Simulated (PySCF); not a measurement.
# C15H10O2: electronic excitations at several levels of theory

How much do the electronic excitations of C15H10O2 (`O=c1cc(-c2ccccc2)oc2ccccc12`) depend on the level of theory, and what does each level cost?

Programs: PySCF 2.14.0, with density-fitted response routines of our own. Each step states its level of theory. These are calculated values for one molecule in the gas phase, unless marked as measured. Atoms are numbered from 0 throughout.

**1. Starting geometry**

27 atoms, charge 0, multiplicity 1; geometry from: GFN2-xTB.

Bonds of the start (Å): O0–C1 1.22, C1–C2 1.45, C2–C3 1.35, C3–C4 1.47, C4–C5 1.39, C5–C6 1.38, C6–C7 1.39, C7–C8 1.39, C8–C9 1.38, C3–O10 1.35, O10–C11 1.36, C11–C12 1.40, C12–C13 1.38, C13–C14 1.39, C14–C15 1.38, C15–C16 1.40, C16–C1 1.48, C9–C4 1.39, C16–C11 1.40, C2–H17 1.08, C5–H18 1.08, C6–H19 1.08, C7–H20 1.08, C8–H21 1.08, C9–H22 1.08, C12–H23 1.08, C13–H24 1.08, C14–H25 1.08, C15–H26 1.08.

**2. Geometry optimisation at PBE0-D3(BJ)/def2-SVP**

Job settings and geometry (Å):

```
{"job": {"xc": "PBE0", "basis": "def2-SVP", "d3": "d3bj", "grid": 2, "kind": "geom"}, "charge": 0, "multiplicity": 1}
O     -1.858410     2.864010    -0.277380
C     -1.360080     1.754880    -0.175000
C      0.072440     1.514980    -0.146300
C      0.597150     0.274460    -0.022770
C      2.036250    -0.016510     0.020240
C      2.951320     0.921530     0.495890
C      4.299280     0.619540     0.537310
C      4.753180    -0.616110     0.104310
C      3.850190    -1.555090    -0.366120
C      2.500780    -1.260810    -0.405180
O     -0.163760    -0.837630     0.058800
C     -1.514500    -0.717830     0.039260
C     -2.259830    -1.893720     0.136760
C     -3.635880    -1.829960     0.131920
C     -4.287070    -0.603120     0.031730
C     -3.553380     0.557070    -0.067020
C     -2.157390     0.518460    -0.065990
H      0.716990     2.372810    -0.241390
H      2.604790     1.878210     0.854680
H      5.000370     1.349680     0.913560
H      5.807320    -0.847610     0.136440
H      4.198310    -2.520630    -0.702120
H      1.795750    -1.989610    -0.774860
H     -1.738150    -2.834790     0.217160
H     -4.211380    -2.740290     0.208920
H     -5.365840    -0.566520     0.034230
H     -4.026520     1.524270    -0.144640
```

Standard output:

```text
step   0  E = -726.74561999  max force = 0.009168
step   1  E = -726.74756518  max force = 0.004201
step   2  E = -726.74737819  max force = 0.006793
step   3  E = -726.74789095  max force = 0.001639
step   4  E = -726.74789425  max force = 0.002280
step   5  E = -726.74796777  max force = 0.000687
step   6  E = -726.74798555  max force = 0.000871
step   7  E = -726.74801678  max force = 0.000275
step   8  E = -726.74803879  max force = 0.000463
step   9  E = -726.74806713  max force = 0.000372
step  10  E = -726.74808881  max force = 0.000455
step  11  E = -726.74809436  max force = 0.000897
step  12  E = -726.74810209  max force = 0.000063
optimisation converged
```

Wall time 21 min (8 threads of AMD EPYC (Zen 3), shared host).

Along the way: (the energy doesn't fall at every step)

| step | energy from step 0 (eV) | largest force component (eV/Å) |
| --- | --- | --- |
| 0 | 0.0000 | 0.4714 |
| 1 | -0.0529 | 0.2160 |
| 2 | -0.0478 | 0.3493 |
| 3 | -0.0618 | 0.0843 |
| 4 | -0.0619 | 0.1172 |
| 5 | -0.0639 | 0.0353 |
| 6 | -0.0644 | 0.0448 |
| 7 | -0.0652 | 0.0141 |
| 8 | -0.0658 | 0.0238 |
| 9 | -0.0666 | 0.0191 |
| 10 | -0.0672 | 0.0234 |
| 11 | -0.0673 | 0.0461 |
| 12 | -0.0675 | 0.0032 |

Distances of close pairs at the start and the end, largest changes first:

| bond | before (Å) | after (Å) | change (Å) |
| --- | --- | --- | --- |
| C13–H24 | 1.080 | 1.093 | +0.013 |
| C15–H26 | 1.080 | 1.092 | +0.013 |
| C7–H20 | 1.080 | 1.092 | +0.013 |
| C14–H25 | 1.079 | 1.092 | +0.013 |
| C8–H21 | 1.080 | 1.092 | +0.012 |
| C6–H19 | 1.080 | 1.092 | +0.012 |
| C12–H23 | 1.079 | 1.091 | +0.012 |
| C5–H18 | 1.079 | 1.091 | +0.012 |

The end geometry stands in the next job.

| at the end point | value |
| --- | --- |
| point group (found at 0.08 Å tolerance) | C1 |
| rotational constants (GHz, main isotopes) | 1.164, 0.276, 0.224 |
| dipole moment (D) | 4.13 |

**3. TDDFT and polarisability: CAM-B3LYP/def2-SVPD**

Job settings and geometry (Å):

```
{"job": {"kind": "uv", "xc": "CAM-B3LYP", "basis": "def2-SVPD", "nstates": 12, "ntriplets": 4}, "charge": 0, "multiplicity": 1}
O     -1.880117     2.893224     0.021254
C     -1.373061     1.783984     0.019866
C      0.063352     1.551296     0.036713
C      0.599991     0.303578     0.041730
C      2.036340    -0.018780     0.058525
C      3.000785     0.977055     0.274795
C      4.353821     0.660651     0.278569
C      4.769397    -0.654837     0.068987
C      3.819333    -1.651988    -0.141280
C      2.463332    -1.339064    -0.145022
O     -0.172172    -0.801811     0.021583
C     -1.524529    -0.702547    -0.005266
C     -2.249597    -1.896885    -0.030428
C     -3.634997    -1.838603    -0.056705
C     -4.301352    -0.604139    -0.057636
C     -3.570528     0.572298    -0.031797
C     -2.170190     0.538121    -0.004566
H      0.706774     2.429442     0.034575
H      2.693056     2.008221     0.454300
H      5.091177     1.447638     0.451631
H      5.833691    -0.901096     0.073086
H      4.135564    -2.684730    -0.304798
H      1.720206    -2.119206    -0.310638
H     -1.711747    -2.846357    -0.028194
H     -4.209503    -2.767639    -0.076714
H     -5.392712    -0.574587    -0.078593
H     -4.044384     1.556431    -0.031539
```

Method: TDDFT CAM-B3LYP/def2-SVPD, vertical, gas phase, core orbitals frozen in the response.

Standard output:

```text
coarse grid: 24664 points
cycle   1  E = -726.8267572305  dE =  3.997e+00  |g| = 9.792e-01  |ddm| = 4.519e+01
cycle   2  E = -726.4463560288  dE =  3.804e-01  |g| = 1.714e+00  |ddm| = 9.025e+00
cycle   3  E = -727.0374986895  dE = -5.911e-01  |g| = 1.878e-01  |ddm| = 5.226e+00
cycle   4  E = -727.0433406182  dE = -5.842e-03  |g| = 1.064e-01  |ddm| = 1.060e+00
cycle   5  E = -727.0453560556  dE = -2.015e-03  |g| = 2.602e-02  |ddm| = 3.774e-01
cycle   6  E = -727.0455004166  dE = -1.444e-04  |g| = 8.738e-03  |ddm| = 1.914e-01
cycle   7  E = -727.0455215180  dE = -2.110e-05  |g| = 3.006e-03  |ddm| = 5.284e-02
cycle   8  E = -727.0455243581  dE = -2.840e-06  |g| = 1.387e-03  |ddm| = 2.100e-02
final grid: 244256 points
cycle   9  E = -727.2041268236  dE = -7.394e-05  |g| = 4.828e-03  |ddm| = 6.302e-01
cycle  10  E = -727.2041251282  dE =  1.695e-06  |g| = 5.944e-03  |ddm| = 8.190e-02
cycle  11  E = -727.2041329290  dE = -7.801e-06  |g| = 1.186e-03  |ddm| = 3.898e-02
cycle  12  E = -727.2041331964  dE = -2.674e-07  |g| = 3.370e-04  |ddm| = 7.096e-03
cycle  13  E = -727.2041332189  dE = -2.252e-08  |g| = 1.436e-04  |ddm| = 2.869e-03
cycle  14  E = -727.2041332239  dE = -4.957e-09  |g| = 3.156e-05  |ddm| = 6.961e-04
cycle  15  E = -727.2041332242  dE = -3.556e-10  |g| = 1.261e-05  |ddm| = 2.301e-04
converged SCF energy = -727.2041332242

Static polarisability (au): isotropic 187.144, principal 92.228 196.627 272.578

Singlet excitations
state   eV       nm        f      main configurations
  1   3.9768    311.8   0.00023   H-2->L 0.78, H-2->L+1 0.09
  2   4.5527    272.3   0.38310   H->L 0.92
  3   4.7565    260.7   0.19876   H-1->L 0.69, H->L+1 0.15
  4   5.0057    247.7   0.01638   H-4->L 0.56, H->L+2 0.14, H-1->L+2 0.08
  5   5.3471    231.9   0.21416   H-3->L 0.25, H-1->L+1 0.23, H->L+1 0.17
  6   5.4843    226.1   0.19120   H-3->L 0.57, H->L+1 0.22
  7   5.6133    220.9   0.00019   H-2->L+1 0.79, H-2->L 0.10
  8   5.8023    213.7   0.02634   H->L+1 0.35, H-1->L+1 0.25, H-3->L+1 0.09
  9   6.0691    204.3   0.03669   H->L+3 0.28, H-3->L+1 0.19, H-1->L+3 0.14
 10   6.1864    200.4   0.05837   H->L+2 0.52, H-4->L 0.25, H-1->L+2 0.08
 11   6.4333    192.7   0.40771   H-4->L+2 0.26, H-5->L 0.20, H->L+3 0.10
 12   6.4853    191.2   0.21032   H->L+3 0.35, H-3->L+1 0.19, H-1->L+1 0.14

Triplet excitations (Tamm-Dancoff, eV): 3.0697 3.5831 3.8052 3.8587
```

Wall time 14 min (8 threads of AMD EPYC (Zen 3), shared host).

The orbitals next to the gap, with their largest atomic shares:

| orbital | eV | atoms |
| --- | --- | --- |
| HOMO−3 | -8.97 | C12 19 %, C15 18 %, C16 17 % |
| HOMO−2 | -8.69 | O0 66 %, C1 12 %, C16 8 % |
| HOMO−1 | -8.49 | C14 14 %, C11 12 %, C4 8 % |
| HOMO | -8.11 | C2 22 %, O0 12 %, C3 10 % |
| LUMO | -1.10 | C3 14 %, O0 10 %, C1 10 % |
| LUMO+1 | -0.09 | C13 14 %, C16 12 %, C2 8 % |
| LUMO+2 | 0.40 | C6 18 %, C9 17 %, C8 14 % |

With each of the 12 states as a Gaussian band of 0.4 eV half-width at 1/e, the curve within the window shown has maxima at 267 nm (ε 23,000), 231 nm (ε 18,000), 193 nm (ε 27,000) L/(mol cm). Beyond the last state computed it falls off for lack of states. The curve at chosen wavelengths:

```
 nm  ε (L/mol/cm)
183         12776
190         25396
198         24263
205         15182
212         11133
220         13961
227         17083
235         17093
242         15962
249         16765
257         20100
264         22589
271         22541
279         19096
286         14443
293          9774
301          5556
308          3101
315          1613
323           711
330           329
338           131
345            57
352            24
360             9
367             4
```

Ground-state properties from the same run:

| property | computed |
| --- | --- |
| dipole moment (D) | 4.51 |
| polarisability (Å³) | 27.73 |
| HOMO–LUMO gap (eV) | 7.00 |
| −ε(HOMO) (eV) | 8.11 |

**4. TDDFT and polarisability: PBE0/def2-SVPD**

Same as in step 3 but for these lines:

```diff
@@ -1,2 +1,2 @@
-{"job": {"kind": "uv", "xc": "CAM-B3LYP", "basis": "def2-SVPD", "nstates": 12, "ntriplets": 4}, "charge": 0, "multiplicity": 1}
+{"job": {"kind": "uv", "xc": "PBE0", "basis": "def2-SVPD", "nstates": 12, "ntriplets": 4}, "charge": 0, "multiplicity": 1}
 O     -1.880117     2.893224     0.021254
```

With the program's defaults for keys left out, this is: TDDFT PBE0/def2-SVPD, vertical, gas phase, core orbitals frozen in the response.

Standard output:

```text
coarse grid: 24664 points
cycle   1  E = -726.4365254348  dE =  3.402e+00  |g| = 9.234e-01  |ddm| = 3.536e+01
cycle   2  E = -725.3681505234  dE =  1.068e+00  |g| = 2.301e+00  |ddm| = 1.031e+01
cycle   3  E = -726.5902527686  dE = -1.222e+00  |g| = 3.817e-01  |ddm| = 6.258e+00
cycle   4  E = -726.6204020712  dE = -3.015e-02  |g| = 1.856e-01  |ddm| = 2.594e+00
cycle   5  E = -726.6265224228  dE = -6.120e-03  |g| = 8.461e-02  |ddm| = 7.858e-01
cycle   6  E = -726.6281034049  dE = -1.581e-03  |g| = 1.973e-02  |ddm| = 4.053e-01
cycle   7  E = -726.6282039475  dE = -1.005e-04  |g| = 8.006e-03  |ddm| = 1.015e-01
cycle   8  E = -726.6282176688  dE = -1.372e-05  |g| = 2.265e-03  |ddm| = 3.751e-02
cycle   9  E = -726.6282189066  dE = -1.238e-06  |g| = 8.993e-04  |ddm| = 1.448e-02
final grid: 244256 points
cycle  10  E = -726.7472584081  dE = -6.048e-05  |g| = 1.422e-02  |ddm| = 8.345e-01
cycle  11  E = -726.7471757596  dE =  8.265e-05  |g| = 2.485e-02  |ddm| = 2.249e-01
cycle  12  E = -726.7473007161  dE = -1.250e-04  |g| = 3.291e-03  |ddm| = 1.063e-01
cycle  13  E = -726.7473028873  dE = -2.171e-06  |g| = 7.670e-04  |ddm| = 1.866e-02
cycle  14  E = -726.7473029988  dE = -1.115e-07  |g| = 2.789e-04  |ddm| = 3.821e-03
cycle  15  E = -726.7473030165  dE = -1.771e-08  |g| = 1.043e-04  |ddm| = 2.193e-03
cycle  16  E = -726.7473030193  dE = -2.790e-09  |g| = 3.227e-05  |ddm| = 4.906e-04
cycle  17  E = -726.7473030195  dE = -2.547e-10  |g| = 1.053e-05  |ddm| = 1.998e-04
converged SCF energy = -726.7473030195

Static polarisability (au): isotropic 190.465, principal 91.865 197.303 282.228

Singlet excitations
state   eV       nm        f      main configurations
  1   3.6135    343.1   0.00020   H-1->L 0.91
  2   4.2316    293.0   0.17582   H->L 0.89
  3   4.4945    275.9   0.42411   H-2->L 0.88
  4   4.7538    260.8   0.01628   H-4->L 0.74, H->L+2 0.11
  5   4.8478    255.8   0.00019   H-1->L+1 0.90
  6   4.8791    254.1   0.05644   H-3->L 0.78, H->L+1 0.11
  7   5.0064    247.7   0.09770   H->L+1 0.70, H-3->L 0.16
  8   5.3649    231.1   0.04848   H-2->L+1 0.61
  9   5.5308    224.2   0.10822   H->L+2 0.69, H-4->L 0.08
 10   5.6548    219.3   0.00231   H-1->L+3 0.54, H-1->L+2 0.30, H->L+3 0.10
 11   5.6609    219.0   0.02235   H->L+3 0.62, H-3->L+1 0.12
 12   5.7949    214.0   0.01906   H-2->L+2 0.36, H-4->L+1 0.14, H-3->L+1 0.12

Triplet excitations (Tamm-Dancoff, eV): 2.9656 3.2448 3.6298 3.7800
```

Wall time 9.1 min (8 threads of AMD EPYC (Zen 3), shared host).

Key values: HOMO -6.95 eV, LUMO -2.11 eV; lowest singlet 3.61 eV.

**5. TDDFT and polarisability: PBE/def2-SVPD**

Same as in step 4 but for these lines:

```diff
@@ -1,2 +1,2 @@
-{"job": {"kind": "uv", "xc": "PBE0", "basis": "def2-SVPD", "nstates": 12, "ntriplets": 4}, "charge": 0, "multiplicity": 1}
+{"job": {"kind": "uv", "xc": "PBE", "basis": "def2-SVPD", "nstates": 12, "ntriplets": 4}, "charge": 0, "multiplicity": 1}
 O     -1.880117     2.893224     0.021254
```

Level: TDDFT PBE/def2-SVPD, vertical, gas phase, core orbitals frozen in the response.

Standard output:

```text
coarse grid: 24664 points
cycle   1  E = -726.2851539512  dE =  2.726e+00  |g| = 1.061e+00  |ddm| = 4.688e+01
cycle   2  E = -722.7969541508  dE =  3.488e+00  |g| = 3.183e+00  |ddm| = 1.503e+01
cycle   3  E = -726.1470836291  dE = -3.350e+00  |g| = 1.190e+00  |ddm| = 8.834e+00
cycle   4  E = -726.5262667486  dE = -3.792e-01  |g| = 2.740e-01  |ddm| = 4.913e+00
cycle   5  E = -726.4925678839  dE =  3.370e-02  |g| = 4.498e-01  |ddm| = 2.814e+00
cycle   6  E = -726.5432644146  dE = -5.070e-02  |g| = 8.057e-02  |ddm| = 1.894e+00
cycle   7  E = -726.5446683286  dE = -1.404e-03  |g| = 3.337e-02  |ddm| = 3.981e-01
cycle   8  E = -726.5449323913  dE = -2.641e-04  |g| = 1.477e-02  |ddm| = 2.610e-01
cycle   9  E = -726.5449865381  dE = -5.415e-05  |g| = 5.417e-03  |ddm| = 6.443e-02
cycle  10  E = -726.5449924198  dE = -5.882e-06  |g| = 2.704e-03  |ddm| = 4.154e-02
final grid: 244256 points
cycle  11  E = -726.7076076660  dE = -8.102e-05  |g| = 2.105e-02  |ddm| = 1.303e+00
cycle  12  E = -726.7071710584  dE =  4.366e-04  |g| = 5.025e-02  |ddm| = 3.825e-01
cycle  13  E = -726.7076909890  dE = -5.199e-04  |g| = 8.985e-03  |ddm| = 2.068e-01
cycle  14  E = -726.7077078050  dE = -1.682e-05  |g| = 2.502e-03  |ddm| = 4.969e-02
cycle  15  E = -726.7077088972  dE = -1.092e-06  |g| = 9.951e-04  |ddm| = 9.582e-03
cycle  16  E = -726.7077091405  dE = -2.432e-07  |g| = 3.595e-04  |ddm| = 6.176e-03
cycle  17  E = -726.7077091777  dE = -3.720e-08  |g| = 7.301e-05  |ddm| = 1.526e-03
cycle  18  E = -726.7077091786  dE = -9.397e-10  |g| = 4.618e-05  |ddm| = 4.612e-04
cycle  19  E = -726.7077091792  dE = -5.882e-10  |g| = 9.626e-06  |ddm| = 1.772e-04
converged SCF energy = -726.7077091792

Static polarisability (au): isotropic 198.890, principal 92.889 202.761 301.020

Singlet excitations
state   eV       nm        f      main configurations
  1   2.7404    452.4   0.00013   H->L 1.00
  2   3.5623    348.0   0.00032   H->L+1 0.99
  3   3.6062    343.8   0.04608   H-1->L 0.74, H-2->L 0.12
  4   3.8988    318.0   0.00372   H->L+2 0.98
  5   3.9617    313.0   0.37882   H-2->L 0.74
  6   4.0601    305.4   0.02559   H-3->L 0.80
  7   4.1281    300.3   0.00806   H-4->L 0.76, H-1->L+2 0.10
  8   4.1635    297.8   0.00012   H->L+3 1.00
  9   4.2967    288.6   0.00525   H-1->L+1 0.72, H-4->L 0.11
 10   4.4963    275.7   0.04481   H-1->L+2 0.72, H-1->L+1 0.09
 11   4.6526    266.5   0.02787   H-2->L+1 0.47, H-1->L+3 0.35
 12   4.8337    256.5   0.24608   H-1->L+3 0.44, H-2->L+1 0.19, H-2->L+3 0.12

Triplet excitations (Tamm-Dancoff, eV): 2.5088 2.8193 3.3269 3.4219
```

It took 6.5 min on 8 threads of AMD EPYC (Zen 3), shared host.

In short: HOMO -5.51 eV, LUMO -2.86 eV; lowest singlet 2.74 eV.

**6. Ultraviolet spectrum: B3LYP/def2-SVPD**

Same as in step 5 but for these lines:

```diff
@@ -1,2 +1,2 @@
-{"job": {"kind": "uv", "xc": "PBE", "basis": "def2-SVPD", "nstates": 12, "ntriplets": 4}, "charge": 0, "multiplicity": 1}
+{"job": {"kind": "uv", "xc": "B3LYP", "basis": "def2-SVPD", "nstates": 12, "ntriplets": 4}, "charge": 0, "multiplicity": 1}
 O     -1.880117     2.893224     0.021254
```

With the program's defaults for keys left out, this is: TDDFT B3LYP/def2-SVPD, vertical, gas phase, core orbitals frozen in the response.

Standard output:

```text
coarse grid: 24664 points
cycle   1  E = -727.2095864728  dE =  3.249e+00  |g| = 1.001e+00  |ddm| = 4.824e+01
cycle   2  E = -724.3957551639  dE =  2.814e+00  |g| = 2.912e+00  |ddm| = 1.243e+01
cycle   3  E = -727.2396063976  dE = -2.844e+00  |g| = 8.316e-01  |ddm| = 7.127e+00
cycle   4  E = -727.4208666630  dE = -1.813e-01  |g| = 2.045e-01  |ddm| = 3.983e+00
cycle   5  E = -727.4187121650  dE =  2.154e-03  |g| = 2.217e-01  |ddm| = 1.591e+00
cycle   6  E = -727.4308767814  dE = -1.216e-02  |g| = 3.729e-02  |ddm| = 1.049e+00
cycle   7  E = -727.4311789766  dE = -3.022e-04  |g| = 1.625e-02  |ddm| = 2.185e-01
cycle   8  E = -727.4312497601  dE = -7.078e-05  |g| = 4.616e-03  |ddm| = 1.144e-01
cycle   9  E = -727.4312549965  dE = -5.236e-06  |g| = 1.775e-03  |ddm| = 2.402e-02
final grid: 244256 points
cycle  10  E = -727.5845657133  dE = -9.754e-05  |g| = 8.401e-03  |ddm| = 1.031e+00
cycle  11  E = -727.5845354659  dE =  3.025e-05  |g| = 1.404e-02  |ddm| = 1.688e-01
cycle  12  E = -727.5845824845  dE = -4.702e-05  |g| = 2.868e-03  |ddm| = 8.732e-02
cycle  13  E = -727.5845842044  dE = -1.720e-06  |g| = 6.363e-04  |ddm| = 1.425e-02
cycle  14  E = -727.5845842765  dE = -7.211e-08  |g| = 2.835e-04  |ddm| = 3.551e-03
cycle  15  E = -727.5845842960  dE = -1.953e-08  |g| = 8.608e-05  |ddm| = 2.142e-03
cycle  16  E = -727.5845842979  dE = -1.856e-09  |g| = 2.816e-05  |ddm| = 4.975e-04
cycle  17  E = -727.5845842980  dE = -1.801e-10  |g| = 7.508e-06  |ddm| = 1.463e-04
converged SCF energy = -727.5845842980

Static polarisability (au): isotropic 192.847, principal 92.569 199.367 286.605

Singlet excitations
state   eV       nm        f      main configurations
  1   3.5120    353.0   0.00020   H-1->L 0.93
  2   4.1063    301.9   0.14038   H->L 0.86
  3   4.3693    283.8   0.44095   H-2->L 0.88
  4   4.6173    268.5   0.01490   H-4->L 0.77, H->L+2 0.10
  5   4.6373    267.4   0.00000   H-1->L+1 0.93
  6   4.7027    263.6   0.04140   H-3->L 0.84
  7   4.8470    255.8   0.06784   H->L+1 0.79, H-3->L 0.09
  8   5.1982    238.5   0.04378   H-2->L+1 0.59, H->L+2 0.13
  9   5.3227    232.9   0.12885   H->L+2 0.66, H-2->L+1 0.14
 10   5.3853    230.2   0.00013   H-1->L+3 0.50, H-1->L+2 0.47
 11   5.4661    226.8   0.03676   H->L+3 0.86
 12   5.5638    222.8   0.00123   H-1->L+2 0.41, H-1->L+3 0.38

Triplet excitations (Tamm-Dancoff, eV): 2.9668 3.1874 3.5909 3.7966
```

Wall time 9.5 min (8 threads of AMD EPYC (Zen 3), shared host).

This run: HOMO -6.74 eV, LUMO -2.26 eV; lowest singlet 3.51 eV.

**7. Side by side: electronic excitations**

Excitations and ground-state properties, with basis size and wall time:

| run | lowest singlet (eV) | brightest (eV) | f | gap (eV) | α (Å³) | μ (D) | functions | time |
| --- | --- | --- | --- | --- | --- | --- | --- | --- |
| CAM-B3LYP/def2-SVPD | 3.98 | 6.43 | 0.408 | 7.00 | 27.73 | 4.51 | 426 | 14 min |
| PBE0/def2-SVPD | 3.61 | 4.49 | 0.424 | 4.84 | 28.22 | 4.51 | 426 | 9.1 min |
| PBE/def2-SVPD | 2.74 | 3.96 | 0.379 | 2.65 | 29.47 | 4.43 | 426 | 6.5 min |
| B3LYP/def2-SVPD | 3.51 | 4.37 | 0.441 | 4.48 | 28.58 | 4.52 | 426 | 9.5 min |

**8. Results**

| quantity | value |
| --- | --- |
| point group | C1 |
| rotational constants (main isotopes) | 1.16, 0.28, 0.22 GHz |
| lowest singlet (CAM-B3LYP/def2-SVPD) | 3.98 eV (312 nm), f = 0.000 |
| brightest single state of those computed | state 11, 6.43 eV, f = 0.408 |
| lowest triplet | 3.07 eV |
| range of the lowest singlet | 2.74 to 3.98 eV |

In words: Single values in the summary come from the first run of each kind that ended normally (CAM-B3LYP/def2-SVPD), which need not be the best level. Over 12 steps the energy fell by 0.068 eV; of the close pairs, C13–H24 changed most, 1.080 to 1.093 Å. No frequency check was run at this level, so the end point may be a saddle. The first singlet state (HOMO−2→LUMO 0.78, HOMO−2→LUMO+1 0.09) lies at 3.98 eV and is dark; of the 12 states computed, the strongest absorption comes from state 11 at 6.43 eV (the last state computed is bright too, and its partners may lie past the list). The lowest triplet lies 0.91 eV below the lowest singlet (triplets in Tamm-Dancoff, singlets in full TDDFT). The lowest singlet runs from 2.74 eV (PBE/def2-SVPD) to 3.98 eV (CAM-B3LYP/def2-SVPD), while the orbital gap spans 2.65 to 7.00 eV: the excitation energy moves far less from run to run than the orbital gap does. The lowest state need not be the same one in every run. The runs solved for a few states only, so the brightest column depends on that window.
